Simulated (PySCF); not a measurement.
# CrF6 ([CrF6]2-): the cost of one run

Computed with PySCF 2.14.0 and routines of our own; the level stands in each step. Atoms count from 0.

### 1 The system as given

7 atoms, charge -2, states of the metal's open shell are computed; geometry from: model start, shaken.

### 2 Geometry optimisation at PBE0-D3(BJ)/def2-SVP

The job: settings as JSON, then the geometry in Å.

```
{"job": {"xc": "PBE0", "basis": "def2-SVP", "d3": "d3bj", "grid": 1, "maxiter": 45, "solvent": "water", "kind": "geom"}, "charge": -2, "metal": "Cr", "open_shell": "d2"}
Cr     0.000020     0.004480    -0.004110
F     -0.013360    -0.006820     1.835130
F      0.000900     0.020100    -1.857380
F      1.840690     0.007350     0.005350
F     -1.848420    -0.013960    -0.000440
F      0.010430     1.829840    -0.006860
F     -0.028520    -1.869340    -0.027630
```

The run is started by

```sh
> OMP_NUM_THREADS=1 python lf_run.py task.json out
```

This one command runs all jobs of the session in turn.

Q: Estimate the wall time and peak memory of this first job on 1 thread of Arm Neoverse N1, shared host.

About 4 min, with a peak of 0.74 GiB.
